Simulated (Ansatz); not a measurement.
**CH4BrFSi: a ladder of functionals and wavefunction methods**

An exercise on one series of results from a longer session: the logs are not shown, and one member is left open.

Method: functionals in def2-TZVPP, the program's frozen cores in correlated methods; program: Ansatz 0.2.0, Gaussian basis.

Levels to be run: LDA (SPW92), PBE-D4, revPBE-D4, BLYP-D4, r2SCAN-D4, B97M-V, PBE0-D4, B3LYP-D4, r2SCANh-D4, r2SCAN0-D4, HSE06-D4, BHLYP-D4, CAM-B3LYP-D4, LC-ωPBE, ωB97X-V, ωB97M-V, B2PLYP, PBE-QIDH; CCSD(T)/def2-SVP; CCSD(T)/def2-TZVPP; MP2/def2-QZVPP; extrapolation to the limit; RPA on PBE.

**The geometry**

The geometry comes from an earlier relaxation with PBE0-D4 in a triple-zeta def2 set; it is a stationary point, not always the lowest conformer.

8 atoms, charge 0, spin multiplicity 1.

Atoms are counted from 1 here; the program's logs count them from 0.

Bond lengths: F1–C2 1.390 Å, C2–Si3 1.889 Å, C2–H5 1.095 Å, C2–H6 1.095 Å, Si3–Br4 2.222 Å, Si3–H7 1.480 Å, Si3–H8 1.480 Å. Angles: F1–C2–Si3 109.1°, F1–C2–H5 108.7°, F1–C2–H6 108.7°, Si3–C2–H5 111.1°, Si3–C2–H6 111.1°, H5–C2–H6 108.1°, C2–Si3–Br4 106.6°, C2–Si3–H7 111.0°, C2–Si3–H8 111.0°, Br4–Si3–H7 108.6°, Br4–Si3–H8 108.6°, H7–Si3–H8 110.8°.

Coordinates:

```csv
atom,x (Å),y (Å),z (Å)
F1,-0.8256,1.7881,0.3107
C2,0.1707,0.9641,-0.2009
Si3,-0.2332,-0.8317,0.2232
Br4,1.4041,-2.0685,-0.6295
H5,1.1303,1.2653,0.2309
H6,0.2247,1.1111,-1.2842
H7,-1.5121,-1.2488,-0.3949
H8,-0.2668,-1.0368,1.6889
```

The first run:

Input file in.yaml:

```yaml
crystal:
  periodic: [false, false, false]
  atoms:
    - {symbol: F, position_ang: [-0.825618, 1.788114, 0.310696]}
    - {symbol: C, position_ang: [0.170665, 0.964144, -0.200939]}
    - {symbol: Si, position_ang: [-0.233215, -0.831732, 0.223197]}
    - {symbol: Br, position_ang: [1.404138, -2.068511, -0.629457]}
    - {symbol: H, position_ang: [1.130278, 1.265266, 0.230864]}
    - {symbol: H, position_ang: [0.224723, 1.111104, -1.284205]}
    - {symbol: H, position_ang: [-1.512074, -1.248833, -0.394853]}
    - {symbol: H, position_ang: [-0.266797, -1.036752, 1.688898]}
basis:
  gaussian: {orbitals: def2-TZVPP}
hamiltonian: {xc: lda}
output: {orbitals: {seedname: orbitals}}
```

Launch:

```console
> ansatz run in.yaml --threads 4 --pin off --events-out ev --progress --plain --max-ram 10444MiB
```

Steps of the session up to this table: LDA; PBE-D4 (GGA); revPBE-D4 (GGA); BLYP-D4 (GGA); r2SCAN-D4 (meta-GGA); B97M-V (meta-GGA); PBE0-D4 (hybrid); B3LYP-D4 (hybrid); r2SCANh-D4 (hybrid); r2SCAN0-D4 (hybrid); HSE06-D4 (hybrid); BHLYP-D4 (hybrid); CAM-B3LYP-D4 (range-separated); LC-ωPBE (range-separated); ωB97X-V (range-separated); ωB97M-V (range-separated); B2PLYP (double hybrid); PBE-QIDH (double hybrid).

One table of the session follows, with a row left open; its other results are not shown here.

It belongs to the step «Orbital energies across the functionals». 

```
  functional  HOMO (eV)  gap (eV)
 LDA (SPW92)      -7.26      5.62
      PBE-D4      -7.12      5.77
   revPBE-D4      -7.07      5.84
     BLYP-D4      -7.00      5.79
   r2SCAN-D4      -7.46      6.46
      B97M-V      -7.57      6.52
     PBE0-D4      -8.47      8.05
    B3LYP-D4      -8.24      7.59
  r2SCANh-D4      -7.96      7.28
  r2SCAN0-D4      -8.70      8.48
    HSE06-D4      -8.07      7.27
    BHLYP-D4      -9.69     10.23
CAM-B3LYP-D4      -9.83     10.45
     LC-ωPBE          ?         ?
     ωB97X-V     -10.84     12.53
     ωB97M-V     -10.70     12.12
```

Estimate the missing values for LC-ωPBE.

**Answer.** HOMO (eV): -11.18; gap (eV): 13.00. In the column «HOMO (eV)» it is the lowest.
